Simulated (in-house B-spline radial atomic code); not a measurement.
# Rb: ionisation energy by several methods

One table from this session's results is given with a row withheld; the runs are named, their logs left out.

Program: in-house B-spline radial atomic code version 1. Level of theory: scalar-relativistic (X2C), several functionals, spin-polarised; spherical all-electron atom at the radial basis limit. These are calculated values, not measurements, unless marked.

**Starting point**

```
element       : rubidium (Z = 37)
charge        : 0
electrons     : 37
configuration : [Kr] 5s1
nucleus       : Fermi, rms radius 4.204 fm
```

Outer shells as boxes (Hund's rule):

[Kr] 5s1
```
[Kr] core
5s [↑ ]
```

Where spins are not typed, each open shell is filled with up spins first.

Set-up of the first run:

Settings of the run:

```ini
Z = 37
electrons = 37.0
configuration = [Kr] 5s1
hamiltonian = x2c
method = optx,lyp
spin_polarised = True
nucleus = fermi
rms_radius = 4.2036
mass_number = 85
atomic_mass = 84.91178973604
speed_of_light = 137.035999084
```

Among the steps run: OLYP, a GGA; PBE0, a global hybrid; PW91, a GGA; LDA (PW92); AM05, a GGA; BLYP, a GGA; HSE06, a range-separated hybrid.

One table of the session follows, with a row left open; its other results are not shown here.

```
    method  ΔSCF (eV)
LDA (PW92)      4.403
      OLYP          ?
      PW91      4.317
      AM05      4.215
      BLYP      4.278
      PBE0      4.207
     HSE06      4.222
```

Q: Estimate the row for OLYP from the others.

**Answer.** ΔSCF (eV): 4.102. In the column «ΔSCF (eV)» it is the lowest.
